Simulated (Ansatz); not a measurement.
Write a Python script for the Ansatz DFT code, driven from Python that makes a single point in a Gaussian basis of CH6AlNSSi, SMILES N=CS[SiH2][AlH2]. Level of theory: wB97X, 6-31G* basis, multiplicity 1.

The script reads `ch6alnssi.xyz`:
```text
11

N     0.74910    2.39560    0.69190
C     1.16090    1.25110    0.52930
S     0.68910   -0.05440    1.66030
Si   -0.88160   -0.67100    0.48050
Al   -0.19650   -1.63290   -1.56220
H     0.06040    2.68300    1.45370
H     1.86670    1.04290   -0.28730
H    -1.68660   -1.67610    1.21680
H    -1.81540    0.49170    0.24350
H     0.68130   -0.74600   -2.52510
H    -0.56220   -3.14100   -1.88070
```

`energy_ch6alnssi.py`
```python
from pathlib import Path

import ansatz as az
import numpy as np
import pandas as pd

mol = az.Crystal.molecule_from_extxyz('ch6alnssi.xyz')

job = (
    mol.calculation()
    .basis(gaussian='6-31G*')
    .functional(az.LibraryFunctional('wB97X'))
    .forces()
    .orbitals()
)
out = job.run(runs_dir='ch6alnssi_runs')
report = out.report

print(f'E = {report["free_energy_ev"]:.6f} eV = {report["free_energy_ev"] / 27.211386246:.7f} Ha')
print('converged:', report['converged'], ' doubts:', report['published_state_doubts'] or 'none')

field = report['mean_field']
print('<S^2> =', round(abs(field['state']['spin_squared']), 4), ' all-electron relativity setting:', field['relativity'])
print('passes:', field['passes'])
if 'symmetry' in field:
    print('occupied orbitals by irrep:', field['symmetry']['occupied'])

symbols = [site.symbol for site in mol.cartesian_sites]
print('forces (eV/A)')
for symbol, f in zip(symbols, report['forces_ev_ang']):
    print(f'  {symbol:2s} {f[0]:9.4f} {f[1]:9.4f} {f[2]:9.4f}')

charges = report['charge_distribution']
table = pd.DataFrame({'atom': symbols, 'mulliken': charges['mulliken_charges_e'], 'lowdin': charges['lowdin_charges_e']})
print(table.round(3).to_string())
print('dipole (e A):', np.round(charges['dipole_moment_e_ang'], 4) + 0.0)

lines = Path(report['orbitals_path']).read_text().splitlines()
field_of = lambda key: [line.split('=')[1].strip() for line in lines if line.startswith(key)]
orbitals = [(27.211386 * float(e), s, float(n)) for e, s, n in zip(field_of('Ene='), field_of('Spin='), field_of('Occup='))]
homo = max(e for e, _, n in orbitals if n > 0.5)
lumo = min(e for e, _, n in orbitals if n < 0.5)
print(f'HOMO {homo:.3f} eV, LUMO {lumo:.3f} eV, gap {lumo - homo:.3f} eV')
```

```console
$ python energy_ch6alnssi.py
E = -27930.940537 eV = -1026.4431325 Ha
converged: True  doubts: none
<S^2> = 0.0  all-electron relativity setting: none
passes: {'evaluations': 16, 'products': 14}
occupied orbitals by irrep: [{'A': 31}, {'A': 31}]
forces (eV/A)
  N    -1.3417    3.8857    0.2097
  C     0.3635   -1.2708    0.5110
  S     1.3430   -0.3726    1.1538
  Si   -2.1071   -0.1352   -0.5433
  Al    0.2766   -0.3095   -0.5520
  H     1.2839   -1.3457   -1.0558
  H    -0.1629   -0.2027    0.2322
  H     0.0437   -0.0537    0.2974
  H     0.1600   -0.1542    0.1144
  H     0.1503    0.0279   -0.2469
  H    -0.0094   -0.0691   -0.1205
   atom  mulliken  lowdin
0     N    -0.462  -0.188
1     C    -0.115  -0.264
2     S    -0.115   0.122
3    Si     0.120   0.011
4    Al     0.308   0.138
5     H     0.337   0.248
6     H     0.213   0.160
7     H    -0.051  -0.034
8     H    -0.061  -0.047
9     H    -0.091  -0.074
10    H    -0.085  -0.071
dipole (e A): [-0.1544 -0.1439 -0.1102]
HOMO -9.033 eV, LUMO -0.323 eV, gap 8.710 eV
```

What to keep in mind:
- Total energies depend on the basis set; only differences at equal settings carry meaning.
- The geometry is a force-field or estimated start, not a minimum of this method, and the basis set is short of its limit.
- The Löwdin charges here are taken after orthogonalising the functions within each atom; they differ from plain Löwdin charges, and their signs can be unphysical.
- Levels such as HOMO and LUMO are orbital energies: with these approximate functionals they aren't the ionisation energy and electron affinity, and their gap isn't the fundamental gap.
- It ran for 26 s on 1 thread of Arm Neoverse N1, with other jobs on the host, peak memory 0.4 GiB.
